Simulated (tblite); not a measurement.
# C6H9GeNS: the cost of one run

Programs: tblite 0.8.0 and PySCF 2.14.0, with density-fitted response routines of our own. Each step states its level of theory. These are calculated values for one molecule in the gas phase, unless marked as measured. Atoms count from 0, in the outputs and in this text.

### Step 1. The molecule as given

18 atoms, charge 0, multiplicity 1; geometry from: force field or distance geometry start.

Bonds of the start (Å): C0–C1 1.30, C1–C2 1.48, C2–C3 1.36, C3–C4 1.37, C4–C5 1.47, C5–Ge6 1.93, C4–S7 1.84, S7–N8 1.82, N8–C2 1.32, C0–H9 1.07, C0–H10 1.08, C1–H11 1.09, C3–H12 1.09, C5–H13 1.11, C5–H14 1.12, Ge6–H15 1.55, Ge6–H16 1.55, Ge6–H17 1.58.

### Step 2. Optimising the geometry with GFN2-xTB

What the job is given:

```
{"job": {"kind": "relax", "xc": "GFN2-xTB", "basis": "xTB"}, "charge": 0, "multiplicity": 1}
C      3.211500     1.007900    -0.628800
C      2.781700     0.639400     0.546000
C      1.449100     0.012200     0.731100
C      0.602800    -0.175200    -0.313000
C     -0.592300    -0.759300     0.012700
C     -1.761700    -1.138500    -0.801400
Ge    -3.084100     0.255900    -0.975400
S     -0.643900    -1.074300     1.821600
N      1.032100    -0.363100     1.921600
H      2.667900     0.926500    -1.541900
H      4.196600     1.454100    -0.677100
H      3.417500     0.769400     1.420800
H      0.829000     0.091600    -1.347100
H     -1.380600    -1.389300    -1.811000
H     -2.268200    -2.058700    -0.404800
H     -2.762700     1.543000    -0.181900
H     -3.216700     0.597600    -2.484100
H     -4.486700    -0.332900    -0.564000
```

Run with:

```sh
$ OMP_NUM_THREADS=1 python probes_run.py task.json out
```

The driver reads the jobs from task.json and runs them one after another.

Q: Estimate the wall time and peak memory of this first job on 1 thread of Arm Neoverse N1, shared host.

About 1.9 s, with a peak of 0.18 GiB.
